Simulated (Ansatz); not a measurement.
This script makes a test of the smearing width of Sn₂Pt, space group Fm-3m with the Ansatz DFT code, driven from Python.

`sn2pt_smear.py`
```python
"""Smearing width test for Sn2Pt."""

import ansatz
from tabulate import tabulate

xtal = (
    ansatz.Lattice.of((0.0, 3.2125, 3.2125), (3.2125, 0.0, 3.2125), (3.2125, 3.2125, 0.0))
    .atom("Sn", (0.25, 0.25, 0.25))
    .atom("Sn", (0.75, 0.75, 0.75))
    .atom("Pt", (0.0, 0.0, 0.0))
)

calculation = xtal.calculation()
calculation = calculation.kpoints(6).pseudopotentials("paw")
calculation = calculation.functional("r2SCAN")

rows = []
for value in [0.3, 0.2, 0.1, 0.05]:
    data = calculation.occupations("gaussian", width=value).run(threads=1, pin="off").report
    rows.append((value, data["free_energy_ev"] / len(data["lattice"]["sites"]), data["n_iterations"], data["n_kpoints"]))

print(tabulate(rows, headers=["width (eV)", "F/atom (eV)", "iterations", "k-points"], floatfmt=".4f", tablefmt="simple"))

# differences from the last row
for row in rows[:-1]:
    shift = 1000 * (row[1] - rows[-1][1])
    print(f"{row[0]}: {shift:+.2f} meV/atom" + ("  (within 1 meV)" if abs(shift) < 1 else ""))
```

How much does the free energy per atom change between the narrowest and the widest smearing, and why?

Going from 0.05 to 0.3 eV changes F by -15.3 meV an atom. The report's estimate for zero width moves by -4.5 meV, so the entropy term explains only part of the change.

The output:

Output of `python sn2pt_smear.py`:
```text
DeckWarning: basis.ecutwfc = 500 eV, auto-derived from the records' recommended cutoffs: set by Sn (their level for a meta-GGA)
  width (eV)    F/atom (eV)    iterations    k-points
------------  -------------  ------------  ----------
      0.3000     -8205.1204             7          16
      0.2000     -8205.1130             7          16
      0.1000     -8205.1071             7          16
      0.0500     -8205.1051             7          16
0.3: -15.30 meV/atom
0.2: -7.97 meV/atom
0.1: -2.03 meV/atom
```
(Warnings from the package without file and line.)

What to keep in mind:
- For a metal this k-point mesh is coarse: on a finer one energies can move by several to tens of meV an atom and pressures by half a GPa or more, differences at one mesh by less.
- The free energy holds a sizeable smearing term, which stands for no physical temperature.
- Of the deposited cell: the entry's cell lengths or inner coordinates differ somewhat from later room-temperature determinations.
- The narrowest width needs the finest mesh, so the last row is no converged reference.
- Spin-orbit coupling, which matters for elements this heavy, is left out.
- The structure is a deposited one; some such entries were measured under pressure or heat, so a shift against it needn't be the functional's error alone.
- Cost: roughly 15 core-seconds.

(Lines on the test bed's own set-up are left out of the output.)
